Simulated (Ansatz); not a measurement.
# Ba2Tl5V3O12 under changes of volume

One of the cells (23.184 Å³/atom); the others are scaled copies at fixed shape and fractional positions:

```xyz
22
Lattice="6.6527 0.0495 0.0202 2.8607 8.3646 0.0038 2.6828 2.4694 9.1957" Properties=species:S:1:pos:R:3 pbc="T T T"
Ba    5.5442    0.4859    0.2246
Ba    5.0453    8.8099    3.1356
V     7.8851    6.7880    3.1058
V     2.5747    2.3174    0.3028
V     2.2646    2.2781    6.0800
Tl    3.7845    4.2101    3.2255
Tl    6.5448    4.4409    5.5815
Tl    8.1264    9.0456    6.1615
Tl    6.6930    4.4787    1.0881
Tl    4.6212    7.2113    6.8375
O     3.6229    2.1646    4.9879
O     8.0188    5.0381    3.1811
O     3.7266    2.1571    1.5981
O     7.5372    1.8755    5.1646
O     4.9576    6.4605    9.0991
O     7.0474    7.3889    4.4933
O     8.6870    3.8848    6.7562
O     6.8904    7.1926    1.7495
O     1.1117    1.6298    0.9364
O     5.2975    9.5590    7.4268
O     5.9074    3.9074    8.2110
O     9.3999    7.5353    2.8601
```

The cell was built by a generator and needn't be a form met in nature.

```yaml
Program: Ansatz 0.2.0
Functional: PBE
Potentials_or_basis: Ansatz PAW
Cutoff: "420 eV (not typed: the program's choice for these potentials)"
k_mesh: 5 × 4 × 3
Occupations: fermi-dirac, width 0.05 eV
Spin: collinear spin, ferromagnetic start
Starting_moments: "[0.0, 0.0, 2.0, 2.0, 2.0, 0.0, 0.0, 0.0, 0.0, 0.0, 0.0, 0.0, 0.0, 0.0, 0.0, 0.0, 0.0, 0.0, 0.0, 0.0, 0.0, 0.0] μB"
```

```tsv
volume (Å³/atom)	energy over the lowest point (meV/atom)	pressure (GPa)	gap on the mesh (eV)	largest force (eV/Å)
21.793	?	?	?	?
22.256	8.65	3.1	2.89	0.897
22.720	2.11	1.5	2.90	0.432
23.184	0.00	0.0	2.90	0.011
23.648	1.93	-1.3	2.89	0.400
24.111	7.41	-2.5	2.89	0.774
24.575	16.13	-3.5	2.88	1.121
```

Question: What does the run at 21.793 Å³/atom give?

Answer: Energy over the lowest point 20.12 meV/atom; pressure 4.9 GPa; gap on the mesh 2.89 eV; largest force 1.396 eV/Å.

Worked out: A Birch-Murnaghan fit of order 3 (a polynomial in V^(-2/3)) to the other rows has its minimum at 23.19 Å³/atom with B0 = V·E''(V) = 69 GPa and B' = 4.4 at fixed shape and positions, which overstates the stiffness. It gives 20.15 meV/atom at 21.793 Å³/atom, against the run's 20.12, and -dE/dV = 4.9 GPa, against 4.9. A parabola through the other rows of the gap, of slope 0.53 eV per unit of ln V there, extrapolates to 2.88 eV, against the run's 2.89.

Energies are extrapolated to zero smearing.

Caveats: odd divisions of the mesh miss points on the zone boundary, where band edges often lie, so the gap on the mesh can be too wide; spin-orbit coupling is left out, which as a rule narrows the gap of such compounds by several tenths of an eV; the starting moments weren't kept; forces of over 1 eV/Å show positions far from the minimum, so gaps and moduli don't describe the material at rest (some runs).

A mesh can miss the band edges.
